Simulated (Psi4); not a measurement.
# doublet GaH2ClO+: levels of theory compared

Aim: a comparison of 3 runs (U-wB97M-V/def2-SVPD, U-wB97X/def2-SVPD, UB2PLYP/def2-SVPD) of doublet GaH2ClO+. 

The results are computed with Psi4 1.11.

## (1) The system as given

GaH2ClO+ has 5 atoms, charge +1, and is taken as a doublet. As SMILES of the parent species, `[OH][GaH][Cl]`. The coordinates come from a PBE0-D4/def2-TZVP relaxation. This is one conformer, not always the lowest. That shape belongs to the parent species and isn't relaxed for this state.

Bond lengths: O1–Ga2 1.772 Å, Ga2–Cl3 2.145 Å, O1–H4 0.960 Å, Ga2–H5 1.541 Å. Angles: O1–Ga2–Cl3 115.0°, O1–Ga2–H5 122.5°, Cl3–Ga2–H5 122.5°, Ga2–O1–H4 113.5°.

## (2) A single-point energy at U-wB97M-V/def2-SVPD (run 1)

Input file run.py:

```python
import psi4

psi4.set_memory('2200 MB')
psi4.set_num_threads(1)
psi4.set_output_file('output.dat', False)

mol = psi4.geometry("""
1 2
O     -2.17772039     0.97509868    -0.93900491
Ga     0.88817128     0.39325201     0.27627796
Cl     1.75272098    -3.50846552     0.95355580
H     -3.16018900    -0.53252482    -1.17597657
H      2.79150343     2.53336684     0.80672408
units bohr
symmetry c1
""")

psi4.set_options({
    'reference': 'uks',
    'puream': True,
    'e_convergence': 1e-09,
    'd_convergence': 1e-08,
    'scf_type': 'pk',
    'dft_radial_points': 99,
    'dft_spherical_points': 590,
    'maxiter': 100,
})

e = psi4.energy("wb97m-v/def2-SVPD")
print('E =', round(e, 9))
```

Run with:

```console
python run.py
```

output.dat:

```text
[...]
  Running in c1 symmetry.
[...]
  Nuclear repulsion =  255.054728156434265
[...]
  Multiplicity = 2
[...]
  Nalpha       = 29
  Nbeta        = 28
[...]
    Number of basis functions: 104
[...]
   @UKS iter   1: -2458.77078674060431   -1.58787e+00   2.46142e-02 ADIIS/DIIS
[...]
   @UKS iter  21: -2460.55027305409931   -4.45652e-11   9.27145e-09 DIIS
[...]
   @S^2 Observed:                7.587356190E-01
[...]
    Orbital Energies [Eh]
    ---------------------
    Alpha Occupied:
       1A   -373.392724     2A   -102.180882     3A    -46.466424
       4A    -41.121576     5A    -41.119358     6A    -41.117596
       7A    -19.599210     8A     -9.976317     9A     -7.694366
      10A     -7.681099    11A     -7.676656    12A     -5.957882
      13A     -4.212250    14A     -4.208404    15A     -4.203452
      16A     -1.350935    17A     -1.272452    18A     -1.236040
      19A     -1.234505    20A     -1.231912    21A     -1.225239
      22A     -1.209905    23A     -0.857526    24A     -0.802293
      25A     -0.763932    26A     -0.728060    27A     -0.700606
      28A     -0.685903    29A     -0.668269
    Alpha Virtual:
[...]
  @UKS Final Energy: -2460.55027305409931
   => Energetics <=
    Nuclear Repulsion Energy =            255.0547281564342654
    One-Electron Energy =               -3916.4164114696550314
    Two-Electron Energy =                1288.6740418114575277
    DFT Exchange-Correlation Energy =     -88.1010653070916590
    Empirical Dispersion Energy =           0.0000000000000000
    VV10 Nonlocal Energy =                  0.2384337547558113
    Total Energy =                      -2460.5502730540988523
  UHF NO Occupations:
  HONO-2 :   27  A 1.9993355
  HONO-1 :   28  A 1.9967970
[...]
 Multipole Moments:
 ------------------------------------------------------------------------------------
     Multipole            Electronic (a.u.)      Nuclear  (a.u.)        Total (a.u.)
 ------------------------------------------------------------------------------------
 L = 1.  Multiply by 2.5417464519 to convert [e a0] to [Debye]
 Dipole X            :          2.3229258           -1.9985697            0.3243561
 Dipole Y            :         -0.0800219           -0.5554586           -0.6354805
 Dipole Z            :          0.8883799           -0.7081603            0.1802196
 Magnitude           :                                                    0.7358815
[...]
```

Standard output:

```text
E = -2460.550273054
```

Wall time 3.5 min (1 thread of Intel Xeon Platinum 8375C at 2.90GHz (Ice Lake), shared host); peak memory 1.1 GiB.

## (3) Energy and gradient at U-wB97X/def2-SVPD (run 2)

Input file input.json:

```json
{
 "schema_name": "qcschema_input",
 "schema_version": 1,
 "molecule": {
  "schema_name": "qcschema_molecule",
  "schema_version": 2,
  "symbols": ["O", "Ga", "Cl", "H", "H"],
  "geometry": [-2.17772039, 0.97509868, -0.93900491, 0.88817128, 0.39325201, 0.27627796, 1.75272098, -3.50846552, 0.9535558, -3.160189, -0.53252482, -1.17597657, 2.79150343, 2.53336684, 0.80672408],
  "molecular_charge": 1,
  "molecular_multiplicity": 2,
  "fix_symmetry": "c1",
  "fix_com": true,
  "fix_orientation": true
 },
 "driver": "gradient",
 "model": {
  "method": "wb97x",
  "basis": "def2-SVPD"
 },
 "keywords": {
  "reference": "uks",
  "puream": true,
  "e_convergence": 1e-09,
  "d_convergence": 1e-08,
  "scf_type": "pk",
  "dft_radial_points": 99,
  "dft_spherical_points": 590,
  "maxiter": 100
 }
}
```

Run with:

```console
psi4 --qcschema input.json -n 1 --memory 2200MB
```

stdout, shortened:

```text
[...]
  Running in c1 symmetry.
[...]
  Nuclear repulsion =  255.054728156434294
[...]
  Multiplicity = 2
[...]
  Nalpha       = 29
  Nbeta        = 28
[...]
    Number of basis functions: 104
[...]
   @UKS iter   1: -2458.91047265040424   -1.54795e+00   2.48991e-02 ADIIS/DIIS
[...]
   @UKS iter  21: -2460.72242698577475   -8.18545e-12   5.25870e-09 DIIS
[...]
   @S^2 Observed:                7.596433816E-01
[...]
  @UKS Final Energy: -2460.72242698577475
   => Energetics <=
    Nuclear Repulsion Energy =            255.0547281564342939
    One-Electron Energy =               -3916.4944105919785216
    Two-Electron Energy =                1287.9796092612841676
    DFT Exchange-Correlation Energy =     -87.2623538115149842
    Empirical Dispersion Energy =           0.0000000000000000
    VV10 Nonlocal Energy =                  0.0000000000000000
    Total Energy =                      -2460.7224269857752006
  UHF NO Occupations:
  HONO-2 :   27  A 1.9993267
  HONO-1 :   28  A 1.9966113
[...]
 Multipole Moments:
 ------------------------------------------------------------------------------------
     Multipole            Electronic (a.u.)      Nuclear  (a.u.)        Total (a.u.)
 ------------------------------------------------------------------------------------
 L = 1.  Multiply by 2.5417464519 to convert [e a0] to [Debye]
 Dipole X            :        -38.4639534           39.5391176            1.0751642
 Dipole Y            :         36.2658637          -37.6514701           -1.3856064
 Dipole Z            :        -16.3870268           16.8937736            0.5067468
 Magnitude           :                                                    1.8255617
[...]
  -Total Gradient:
     Atom            X                  Y                   Z
    ------   -----------------  -----------------  -----------------
       1       -0.007969078856     0.010462381343    -0.003963548859
       2        0.000275732902    -0.041514870205     0.003824128863
       3       -0.002862456278     0.023379265402    -0.003179376173
       4        0.013371700387     0.002338956311     0.004864014670
       5       -0.002675715395     0.005130958192    -0.001473726705
[...]
```

The result, in JSON:

```text
{
 "driver": "gradient",
 "model": {
  "method": "wb97x",
  "basis": "def2-SVPD"
 },
 "success": true,
 "return_result": [-0.007969078855907391, 0.010462381343234767, -0.0039635488594369815, 0.0002757329017111787, -0.041514870204787585, 0.0038241288629236652, -0.0028624562783197104, 0.023379265402461588, -0.0031793761729095593, 0.01337170038653654, 0.0023389563106909483, 0.004864014670382694, -0.0026757153949710927, 0.005130958192427537, -0.0014737267054872674],
 "properties": {
  "calcinfo_nbasis": 104,
  "calcinfo_nmo": 104,
  "calcinfo_nalpha": 29,
  "calcinfo_nbeta": 28,
  "calcinfo_natom": 5,
  "nuclear_repulsion_energy": 255.0547281564343,
  "return_energy": -2460.7224269857747,
  "return_gradient": [-0.007969078855907391, 0.010462381343234767, -0.0039635488594369815, 0.0002757329017111787, -0.041514870204787585, 0.0038241288629236652, -0.0028624562783197104, 0.023379265402461588, -0.0031793761729095593, 0.01337170038653654, 0.0023389563106909483, 0.004864014670382694, -0.0026757153949710927, 0.005130958192427537, -0.0014737267054872674],
  "scf_one_electron_energy": -3916.4944105919785,
  "scf_two_electron_energy": 1287.9796092612842,
  "scf_xc_energy": -87.26235381151498,
  "scf_dipole_moment": [1.0751642402650248, -1.3856063611247436, 0.5067467563070984],
  "scf_total_energy": -2460.7224269857747,
  "scf_total_gradient": [-0.007969078855907391, 0.010462381343234767, -0.0039635488594369815, 0.0002757329017111787, -0.041514870204787585, 0.0038241288629236652, -0.0028624562783197104, 0.023379265402461588, -0.0031793761729095593, 0.01337170038653654, 0.0023389563106909483, 0.004864014670382694, -0.0026757153949710927, 0.005130958192427537, -0.0014737267054872674],
  "scf_iterations": 21
 }
}
```

Run time: 76 s. Hardware: 1 thread of Intel Xeon Platinum 8375C at 2.90GHz (Ice Lake), shared host; peak memory 0.92 GiB.

## (4) A single-point energy at UB2PLYP/def2-SVPD (density fitting for correlation) (run 3)

Input file run_ase.py:

```python
import numpy as np
from ase.calculators.psi4 import Psi4
from ase import Atoms

a = Atoms(['O', 'Ga', 'Cl', 'H', 'H'], positions=[
    [-1.152400, 0.516000, -0.496900],
    [0.470000, 0.208100, 0.146200],
    [0.927500, -1.856600, 0.504600],
    [-1.672300, -0.281800, -0.622300],
    [1.477200, 1.340600, 0.426900],
])
calc = Psi4(atoms=a, method='b2plyp', basis='def2-SVPD', memory='2200MB', num_threads=1, charge=1, multiplicity=2, label='psi4-calc', reference='uks')
calc.psi4.set_options({'puream': True, 'e_convergence': 1e-09, 'd_convergence': 1e-08, 'scf_type': 'pk', 'dft_radial_points': 99, 'dft_spherical_points': 590, 'num_frozen_docc': 15, 'maxiter': 100})
a.calc = calc

print(f'energy: {a.get_potential_energy():.6f} eV')
```

Run with:

```console
python run_ase.py
```

psi4-calc.dat:

```text
[...]
  Running in c1 symmetry.
[...]
  Nuclear repulsion =  255.054728086578365
[...]
  Multiplicity = 2
[...]
  Nalpha       = 29
  Nbeta        = 28
[...]
    Number of basis functions: 104
[...]
   @UKS iter   1: -2458.24165288244239   -1.77717e+00   2.41084e-02 DIIS/ADIIS
[...]
   @UKS iter  29: -2459.95031315231608   -6.04814e-11   5.47519e-09 DIIS
[...]
   @S^2 Observed:                7.644012174E-01
[...]
    Orbital Energies [Eh]
    ---------------------
    Alpha Occupied:
       1A   -375.428056     2A   -103.236188     3A    -47.120069
       4A    -41.709310     5A    -41.707152     6A    -41.705206
       7A    -19.975624     8A    -10.264582     9A     -7.920758
      10A     -7.903874    11A     -7.900486    12A     -6.151007
      13A     -4.360025    14A     -4.357316    15A     -4.351899
      16A     -1.359157    17A     -1.298417    18A     -1.269417
      19A     -1.265990    20A     -1.264124    21A     -1.252727
      22A     -1.234526    23A     -0.816360    24A     -0.769844
      25A     -0.754364    26A     -0.702187    27A     -0.666217
      28A     -0.643972    29A     -0.627964
    Alpha Virtual:
[...]
  @UKS Final Energy: -2459.95031315231608
   => Energetics <=
    Nuclear Repulsion Energy =            255.0547280865783648
    One-Electron Energy =               -3917.0844454646103259
    Two-Electron Energy =                1255.5828392419909960
    DFT Exchange-Correlation Energy =     -53.5034350162750130
    Empirical Dispersion Energy =           0.0000000000000000
    VV10 Nonlocal Energy =                  0.0000000000000000
    Total Energy =                      -2459.9503131523160846
  UHF NO Occupations:
  HONO-2 :   27  A 1.9987274
  HONO-1 :   28  A 1.9951687
[...]
 Multipole Moments:
 ------------------------------------------------------------------------------------
     Multipole            Electronic (a.u.)      Nuclear  (a.u.)        Total (a.u.)
 ------------------------------------------------------------------------------------
 L = 1.  Multiply by 2.5417464519 to convert [e a0] to [Debye]
 Dipole X            :          2.4342037           -1.9985696            0.4356341
 Dipole Y            :         -0.3485094           -0.5554586           -0.9039680
 Dipole Z            :          0.9546472           -0.7081602            0.2464869
 Magnitude           :                                                    1.0332914
[...]
```

The script printed:

```text
energy: -66943.639235 eV
```

It took 62 s on 1 thread of Intel Xeon Platinum 8375C at 2.90GHz (Ice Lake), shared host; peak memory 0.84 GiB.

## (5) Overview of the runs

| run | level | task | frozen core orbitals | energy (Eh) | HOMO energy (eV) | LUMO energy (eV) | ⟨S²⟩ | wall time |
| --- | --- | --- | --- | --- | --- | --- | --- | --- |
| 1 | U-wB97M-V/def2-SVPD | energy | 0 | -2460.550273 | -17.96 | -12.06 | 0.759 | 3.5 min |
| 2 | U-wB97X/def2-SVPD | gradient | 0 | -2460.722427 | -17.93 | -12.01 | 0.760 | 76 s |
| 3 | UB2PLYP/def2-SVPD (density fitting for correlation) | energy | 15 | -2460.133386 | -16.67 | -12.52 | 0.764 | 62 s |

## (6) Outcome

| quantity | value |
| --- | --- |
| run 3: total energy | -2460.13339 Eh |
| run 3: HOMO energy (SCF part's orbitals) (highest over α and β) | -16.67 eV |
| run 3: LUMO energy (SCF part's orbitals) (lowest over α and β) | -12.52 eV |
| run 3: ⟨S²⟩ | 0.764 |

**Reading.** Totals of different functionals can't be ranked against each other. All runs together took 5.8 min, the longest 3.5 min.
